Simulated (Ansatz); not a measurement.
**GaHO (triplet): B2PLYP, RPA-PBE over vertical spin and charge gaps, cc-pVDZ**

How well do these functionals follow the top wave-function level for GaHO (triplet) over vertical spin and charge gaps?

Program: Ansatz 0.2.0, Gaussian basis. Level of theory: cc-pVDZ, all electrons in the functionals, frozen cores in the correlation of double hybrids and RPA. These are calculated values, not measurements.

The runs, in order: B2PLYP, RPA-PBE, at charge 0, triplet; charge 0, singlet; charge 0, quintet; charge 1, doublet; charge 1, quartet.

18 further runs of the same task are left out: 12 for a known fault of the program, 6 set aside as unsound or not needed.

### Step 1. The geometry

The geometry is a PBE0/def2-TZVP stationary point (not a proven minimum). No spin-orbit coupling is included. The filled d shell of Ga may be among the frozen orbitals whatever the setting's name suggests; the logs give the count.

3 atoms, charge 0, spin multiplicity 3.

Atoms are counted from 1 here; the program's logs count them from 0.

Bond lengths: O1–Ga2 1.837 Å, Ga2–H3 1.606 Å. Angles: O1–Ga2–H3 111.2°.

As a file:

```xyz
3
charge 0, multiplicity 3
O     0.0000    0.0862    1.5022
Ga    0.0000   -0.0402   -0.3301
H     0.0000    1.4138   -1.0117
```

No dispersion term is added.

The geometry shown and the zero of energy belong to the point charge 0, triplet. The yardstick, UCCSDTQ, and other wave-function levels (R restricted, U unrestricted, valence and pair active spaces) come from earlier runs.

### Step 2. B2PLYP, charge 0, triplet

in.yaml

```yaml
crystal:
  periodic: [false, false, false]
  atoms:
    - {symbol: O, position_ang: [0.000000, 0.086163, 1.502239]}
    - {symbol: Ga, position_ang: [0.000000, -0.040211, -0.330094]}
    - {symbol: H, position_ang: [0.000000, 1.413842, -1.011723]}
basis:
  gaussian: {orbitals: cc-pVDZ}
magnetization: {spin_polarized: true, initial_magnetization: 2}
hamiltonian: {xc: {name: B2PLYP}}
correlation: {electrons: outside_noble_gas}
```

On the command line:

```bash
$ ansatz run in.yaml --threads 1 --pin off --events-out ev --progress --plain --max-ram 4096MiB --backend cpu
```

The log of the run:

```text
Functional definition: B2PLYP
  name "B2PLYP"
  cite "Grimme, J. Chem. Phys. 124, 034108 (2006) doi:10.1063/1.2148954"
  cite "Becke, Phys. Rev. A 38, 3098 (1988) doi:10.1103/PhysRevA.38.3098"
  cite "Lee, Yang & Parr, Phys. Rev. B 37, 785 (1988) doi:10.1103/PhysRevB.37.785"
  parameter a = 0.53
  parameter c = 0.27
  exchange = (1 - a)*b88_x + a*exact_x
  correlation = (1 - c)*lyp_c + c*(mp2_os + mp2_ss)
493 factors; integrals over basis functions are off by at most 8.5e-4 eV
mean field evaluation 1: about -54419.4420 eV, gradient 2.3e1 eV
mean field evaluation 2: about -54419.4450 eV, gradient 2.3e1 eV
mean field evaluation 4: about -54422.4188 eV, gradient 2.0e0 eV
mean field evaluation 8: about -54422.6410 eV, gradient 3.1e-1 eV
mean field evaluation 16: about -54422.6509 eV, gradient 2.8e-3 eV
mean field evaluation 32: about -54422.5813 eV, gradient 2.9e-1 eV
mean field -54422.65090409 eV, -1999.9955317275 hartree, gradient 4.4e-6 eV, S^2 2.012586; 4 other end points of the search recorded, 0 dependent functions left out
15 core orbitals not correlated, not the lowest: weight in the atoms' cores, before any rotation towards them, 0.740 or more for the frozen orbitals, at most 0.261 for the correlated occupied ones
reference -54422.65102151 eV, -1999.9955360426 hartree; 6, 4 occupied and 25, 27 virtual orbitals, 493 factors
second order -6.43084672 eV of doubles, -0.00000000 eV of singles
Total energy: -54424.38735012 eV, -2000.0593449423 hartree
```

Wall time 2.7 s (1 thread of AMD EPYC 7R13, shared host).

From the report: ⟨S²⟩ of the determinant 2.013 (pure triplet: 2.00).

### Step 3. B2PLYP, charge 0, singlet

Changes to in.yaml since step 2:

```diff
@@ -8,3 +8,3 @@
   gaussian: {orbitals: cc-pVDZ}
-magnetization: {spin_polarized: true, initial_magnetization: 2}
+magnetization: {spin_polarized: true, initial_magnetization: 0}
 hamiltonian: {xc: {name: B2PLYP}}
```

Launched as before.

The log of the run, cut to the lines that bear on the results:

```text
Functional definition: B2PLYP
  name "B2PLYP"
  cite "Grimme, J. Chem. Phys. 124, 034108 (2006) doi:10.1063/1.2148954"
  cite "Becke, Phys. Rev. A 38, 3098 (1988) doi:10.1103/PhysRevA.38.3098"
  cite "Lee, Yang & Parr, Phys. Rev. B 37, 785 (1988) doi:10.1103/PhysRevB.37.785"
[...]
493 factors; integrals over basis functions are off by at most 8.5e-4 eV
[...]
mean field -54422.92328217 eV, -2000.0055414373 hartree, gradient 2.2e-6 eV, S^2 0.836084; 9 other end points of the search recorded, 0 dependent functions left out
15 core orbitals not correlated, not the lowest: weight in the atoms' cores, before any rotation towards them, 0.745 or more for the frozen orbitals, at most 0.257 for the correlated occupied ones
reference -54422.92340088 eV, -2000.0055457998 hartree; 5, 5 occupied and 26, 26 virtual orbitals, 493 factors
second order -7.00420326 eV of doubles, -0.00000000 eV of singles
Total energy: -54424.81453576 eV, -2000.0750437248 hartree
```

Run time: 7 s. Hardware: 1 thread of AMD EPYC 7R13, shared host.

From the report: ⟨S²⟩ of the determinant 0.836 (pure singlet: 0.00). The determinant is far from a pure spin state, so its energy mixes those of several spin states (harmless only where they are near-degenerate, as at dissociation).

From charge 0, triplet: -41.2 kJ/mol.

### Step 4. B2PLYP, charge 0, quintet

Changes to in.yaml since step 3:

```diff
@@ -8,3 +8,3 @@
   gaussian: {orbitals: cc-pVDZ}
-magnetization: {spin_polarized: true, initial_magnetization: 0}
+magnetization: {spin_polarized: true, initial_magnetization: 4}
 hamiltonian: {xc: {name: B2PLYP}}
```

The command is unchanged.

The log of the run, cut to the lines that bear on the results:

```text
Functional definition: B2PLYP
  name "B2PLYP"
  cite "Grimme, J. Chem. Phys. 124, 034108 (2006) doi:10.1063/1.2148954"
  cite "Becke, Phys. Rev. A 38, 3098 (1988) doi:10.1103/PhysRevA.38.3098"
  cite "Lee, Yang & Parr, Phys. Rev. B 37, 785 (1988) doi:10.1103/PhysRevB.37.785"
[...]
494 factors; integrals over basis functions are off by at most 8.5e-4 eV
[...]
mean field -54417.88734359 eV, -1999.8204741079 hartree, gradient 6.7e-6 eV, S^2 6.021088; 4 other end points of the search recorded, 0 dependent functions left out
15 core orbitals not correlated, not the lowest: weight in the atoms' cores, before any rotation towards them, 0.819 or more for the frozen orbitals, at most 0.194 for the correlated occupied ones
reference -54417.88746631 eV, -1999.8204786180 hartree; 7, 3 occupied and 24, 28 virtual orbitals, 494 factors
second order -5.21004951 eV of doubles, -0.00000000 eV of singles
Total energy: -54419.29417968 eV, -1999.8721743807 hartree
```

Run time: 2.5 s. Hardware: 1 thread of AMD EPYC 7R13, shared host.

From the report: ⟨S²⟩ of the determinant 6.021 (pure quintet: 6.00).

From charge 0, triplet: +491.4 kJ/mol.

### Step 5. B2PLYP, charge 1, doublet

Changes to in.yaml since step 4:

```diff
@@ -8,3 +8,4 @@
   gaussian: {orbitals: cc-pVDZ}
-magnetization: {spin_polarized: true, initial_magnetization: 4}
+total_charge: 1
+magnetization: {spin_polarized: true, initial_magnetization: 1}
 hamiltonian: {xc: {name: B2PLYP}}
```

The command is unchanged.

The log of the run, cut to the lines that bear on the results:

```text
Functional definition: B2PLYP
  name "B2PLYP"
  cite "Grimme, J. Chem. Phys. 124, 034108 (2006) doi:10.1063/1.2148954"
  cite "Becke, Phys. Rev. A 38, 3098 (1988) doi:10.1103/PhysRevA.38.3098"
  cite "Lee, Yang & Parr, Phys. Rev. B 37, 785 (1988) doi:10.1103/PhysRevB.37.785"
[...]
493 factors; integrals over basis functions are off by at most 8.5e-4 eV
[...]
mean field -54413.89437325 eV, -1999.6737351547 hartree, gradient 5.4e-6 eV, S^2 0.804851; 4 other end points of the search recorded, 0 dependent functions left out
15 core orbitals not correlated, not the lowest: weight in the atoms' cores, before any rotation towards them, 0.603 or more for the frozen orbitals, at most 0.401 for the correlated occupied ones
reference -54413.89449080 eV, -1999.6737394745 hartree; 5, 4 occupied and 26, 27 virtual orbitals, 493 factors
second order -6.76933526 eV of doubles, -0.00000000 eV of singles
Total energy: -54415.72221132 eV, -1999.7409069647 hartree
```

It took 3.6 s on 1 thread of AMD EPYC 7R13, shared host.

From the report: ⟨S²⟩ of the determinant 0.805 (pure doublet: 0.75).

From charge 0, triplet: +836.1 kJ/mol.

### Step 6. B2PLYP, charge 1, quartet

Changes to in.yaml since step 5:

```diff
@@ -9,3 +9,3 @@
 total_charge: 1
-magnetization: {spin_polarized: true, initial_magnetization: 1}
+magnetization: {spin_polarized: true, initial_magnetization: 3}
 hamiltonian: {xc: {name: B2PLYP}}
```

Launched as before.

The log of the run, cut to the lines that bear on the results:

```text
Functional definition: B2PLYP
  name "B2PLYP"
  cite "Grimme, J. Chem. Phys. 124, 034108 (2006) doi:10.1063/1.2148954"
  cite "Becke, Phys. Rev. A 38, 3098 (1988) doi:10.1103/PhysRevA.38.3098"
  cite "Lee, Yang & Parr, Phys. Rev. B 37, 785 (1988) doi:10.1103/PhysRevB.37.785"
[...]
493 factors; integrals over basis functions are off by at most 8.5e-4 eV
[...]
mean field -54412.09385634 eV, -1999.6075673785 hartree, gradient 2.1e-6 eV, S^2 3.773299; 6 other end points of the search recorded, 0 dependent functions left out
15 core orbitals not correlated, not the lowest: weight in the atoms' cores, before any rotation towards them, 0.670 or more for the frozen orbitals, at most 0.334 for the correlated occupied ones
reference -54412.09397203 eV, -1999.6075716303 hartree; 6, 3 occupied and 25, 28 virtual orbitals, 493 factors
second order -4.71467813 eV of doubles, -0.00000000 eV of singles
Total energy: -54413.36693513 eV, -1999.6543521612 hartree
```

Wall time 2.9 s (1 thread of AMD EPYC 7R13, shared host).

From the report: ⟨S²⟩ of the determinant 3.773 (pure quartet: 3.75).

From charge 0, triplet: +1063.3 kJ/mol.

### Step 7. RPA-PBE, charge 0, triplet

in.yaml

```yaml
crystal:
  periodic: [false, false, false]
  atoms:
    - {symbol: O, position_ang: [0.000000, 0.086163, 1.502239]}
    - {symbol: Ga, position_ang: [0.000000, -0.040211, -0.330094]}
    - {symbol: H, position_ang: [0.000000, 1.413842, -1.011723]}
basis:
  gaussian: {orbitals: cc-pVDZ}
magnetization: {spin_polarized: true, initial_magnetization: 2}
hamiltonian: {xc: {name: PBE}}
correlation: {method: rpa, electrons: outside_noble_gas}
```

The command is unchanged.

The log of the run, cut to the lines that bear on the results:

```text
Functional definition: PBE
  name "PBE"
  cite "Perdew, Burke & Ernzerhof, Phys. Rev. Lett. 77, 3865 (1996) doi:10.1103/PhysRevLett.77.3865"
  parent pbe
[...]
493 factors; integrals over basis functions are off by at most 8.5e-4 eV
[...]
mean field -54427.27044472 eV, -2000.1652967144 hartree, gradient 1.8e-6 eV, S^2 2.004837; 10 other end points of the search recorded, 0 dependent functions left out
15 core orbitals not correlated, not the lowest: weight in the atoms' cores, before any rotation towards them, 0.698 or more for the frozen orbitals, at most 0.301 for the correlated occupied ones
reference -54383.51337423 eV, -1998.5572540337 hartree; 6, 4 occupied and 25, 27 virtual orbitals, 493 factors
Total energy: -54393.18809384 eV, -1998.9127934214 hartree
```

Wall time 5.5 s (1 thread of AMD EPYC 7R13, shared host).

From the report: ⟨S²⟩ of the determinant 2.005 (pure triplet: 2.00).

### Step 8. RPA-PBE, charge 0, singlet

Changes to in.yaml since step 7:

```diff
@@ -8,3 +8,3 @@
   gaussian: {orbitals: cc-pVDZ}
-magnetization: {spin_polarized: true, initial_magnetization: 2}
+magnetization: {spin_polarized: true, initial_magnetization: 0}
 hamiltonian: {xc: {name: PBE}}
```

The command is unchanged.

The log of the run, cut to the lines that bear on the results:

```text
Functional definition: PBE
  name "PBE"
  cite "Perdew, Burke & Ernzerhof, Phys. Rev. Lett. 77, 3865 (1996) doi:10.1103/PhysRevLett.77.3865"
  parent pbe
[...]
493 factors; integrals over basis functions are off by at most 8.5e-4 eV
[...]
mean field -54428.19112594 eV, -2000.1991311254 hartree, gradient 2.5e-6 eV, S^2 0.151990; 13 other end points of the search recorded, 0 dependent functions left out
15 core orbitals not correlated, not the lowest: weight in the atoms' cores, before any rotation towards them, 0.517 or more for the frozen orbitals, at most 0.481 for the correlated occupied ones
reference -54381.89255549 eV, -1998.4976900435 hartree; 5, 5 occupied and 26, 26 virtual orbitals, 493 factors
Total energy: -54394.03273902 eV, -1998.9438335593 hartree
```

Wall time 7.5 s (1 thread of AMD EPYC 7R13, shared host).

From the report: ⟨S²⟩ of the determinant 0.152 (pure singlet: 0.00).

From charge 0, triplet: -81.5 kJ/mol.

### Step 9. RPA-PBE, charge 0, quintet

Changes to in.yaml since step 8:

```diff
@@ -8,3 +8,3 @@
   gaussian: {orbitals: cc-pVDZ}
-magnetization: {spin_polarized: true, initial_magnetization: 0}
+magnetization: {spin_polarized: true, initial_magnetization: 4}
 hamiltonian: {xc: {name: PBE}}
```

The command is unchanged.

The log of the run, cut to the lines that bear on the results:

```text
Functional definition: PBE
  name "PBE"
  cite "Perdew, Burke & Ernzerhof, Phys. Rev. Lett. 77, 3865 (1996) doi:10.1103/PhysRevLett.77.3865"
  parent pbe
[...]
494 factors; integrals over basis functions are off by at most 8.5e-4 eV
[...]
mean field -54422.43111393 eV, -1999.9874545880 hartree, gradient 5.8e-6 eV, S^2 6.007065; 10 other end points of the search recorded, 0 dependent functions left out
15 core orbitals not correlated, not the lowest: weight in the atoms' cores, before any rotation towards them, 0.908 or more for the frozen orbitals, at most 0.117 for the correlated occupied ones
reference -54379.22138214 eV, -1998.3995262337 hartree; 7, 3 occupied and 24, 28 virtual orbitals, 494 factors
Total energy: -54388.52388952 eV, -1998.7413870743 hartree
```

Run time: 4.9 s. Hardware: 1 thread of AMD EPYC 7R13, shared host.

From the report: ⟨S²⟩ of the determinant 6.007 (pure quintet: 6.00).

From charge 0, triplet: +450.0 kJ/mol.

### Step 10. RPA-PBE, charge 1, doublet

Changes to in.yaml since step 9:

```diff
@@ -8,3 +8,4 @@
   gaussian: {orbitals: cc-pVDZ}
-magnetization: {spin_polarized: true, initial_magnetization: 4}
+total_charge: 1
+magnetization: {spin_polarized: true, initial_magnetization: 1}
 hamiltonian: {xc: {name: PBE}}
```

Launched as before.

The log of the run, cut to the lines that bear on the results:

```text
Functional definition: PBE
  name "PBE"
  cite "Perdew, Burke & Ernzerhof, Phys. Rev. Lett. 77, 3865 (1996) doi:10.1103/PhysRevLett.77.3865"
  parent pbe
[...]
493 factors; integrals over basis functions are off by at most 8.5e-4 eV
[...]
mean field -54418.62199352 eV, -1999.8474719951 hartree, gradient 2.8e-6 eV, S^2 0.766060; 6 other end points of the search recorded, 0 dependent functions left out
15 core orbitals not correlated, not the lowest: weight in the atoms' cores, before any rotation towards them, 0.587 or more for the frozen orbitals, at most 0.413 for the correlated occupied ones
reference -54374.88148054 eV, -1998.2400377916 hartree; 5, 4 occupied and 26, 27 virtual orbitals, 493 factors
Total energy: -54384.69331226 eV, -1998.6006159564 hartree
```

Run time: 5.5 s. Hardware: 1 thread of AMD EPYC 7R13, shared host.

From the report: ⟨S²⟩ of the determinant 0.766 (pure doublet: 0.75).

From charge 0, triplet: +819.6 kJ/mol.

### Step 11. RPA-PBE, charge 1, quartet

Changes to in.yaml since step 10:

```diff
@@ -9,3 +9,3 @@
 total_charge: 1
-magnetization: {spin_polarized: true, initial_magnetization: 1}
+magnetization: {spin_polarized: true, initial_magnetization: 3}
 hamiltonian: {xc: {name: PBE}}
```

Same command.

The log of the run, cut to the lines that bear on the results:

```text
Functional definition: PBE
  name "PBE"
  cite "Perdew, Burke & Ernzerhof, Phys. Rev. Lett. 77, 3865 (1996) doi:10.1103/PhysRevLett.77.3865"
  parent pbe
[...]
493 factors; integrals over basis functions are off by at most 8.5e-4 eV
[...]
mean field -54416.25303847 eV, -1999.7604145027 hartree, gradient 7.0e-6 eV, S^2 3.759450; 8 other end points of the search recorded, 0 dependent functions left out
15 core orbitals not correlated, not the lowest: weight in the atoms' cores, before any rotation towards them, 0.811 or more for the frozen orbitals, at most 0.189 for the correlated occupied ones
reference -54373.58155751 eV, -1998.1922665011 hartree; 6, 3 occupied and 25, 28 virtual orbitals, 493 factors
Total energy: -54382.41538367 eV, -1998.5169036246 hartree
```

Wall time 5 s (1 thread of AMD EPYC 7R13, shared host).

From the report: ⟨S²⟩ of the determinant 3.759 (pure quartet: 3.75).

From charge 0, triplet: +1039.4 kJ/mol.

### Step 12. Against the wave-function levels

The yardstick is UCCSDTQ, where the cluster series has nearly closed. It comes from earlier runs at the same points. Energies in kJ/mol, counted from charge 0, triplet; blanks weren't run or aren't comparable.

| level | triplet to singlet | triplet to quintet | ionisation to the doublet cation | ionisation to the quartet cation |
| --- | --- | --- | --- | --- |
| UCCSDTQ |  | 469.5 | 813.6 | 1040.7 |
| B2PLYP | -41.2 | 491.4 | 836.1 | 1063.3 |
| RPA-PBE | -81.5 | 450.0 | 819.6 | 1039.4 |

Largest miss and mean time a point (UCCSDTQ took 1.7 min a point; shared hosts):

| level | largest miss (kJ/mol) | where | time a point |
| --- | --- | --- | --- |
| B2PLYP | +22.6 | ionisation to the quartet cation | 3.7 s |
| RPA-PBE | -19.5 | triplet to quintet | 5.7 s |

### Step 13. Outcome

```
                                 quantity                                            value
              triplet to quintet, UCCSDTQ                                     469.5 kJ/mol
ionisation to the doublet cation, UCCSDTQ                                     813.6 kJ/mol
ionisation to the quartet cation, UCCSDTQ                                    1040.7 kJ/mol
                     largest miss, B2PLYP  +22.6 kJ/mol (ionisation to the quartet cation)
                    largest miss, RPA-PBE                -19.5 kJ/mol (triplet to quintet)
```

In words: Misses are known at 3 of 4 points at best, and only functionals with that many are ranked. Of the functionals, RPA-PBE keep the smallest largest miss at the points compared (at most 19.5 kJ/mol) and B2PLYP strays most (22.6 kJ/mol, at ionisation to the quartet cation). B2PLYP clearly breaks the spin symmetry at some points (⟨S²⟩ up to 0.84 above the pure value), so energy there is bought with a mixed spin. Functionals and the yardstick converge differently with the basis, so part of each miss in cc-pVDZ is the basis.
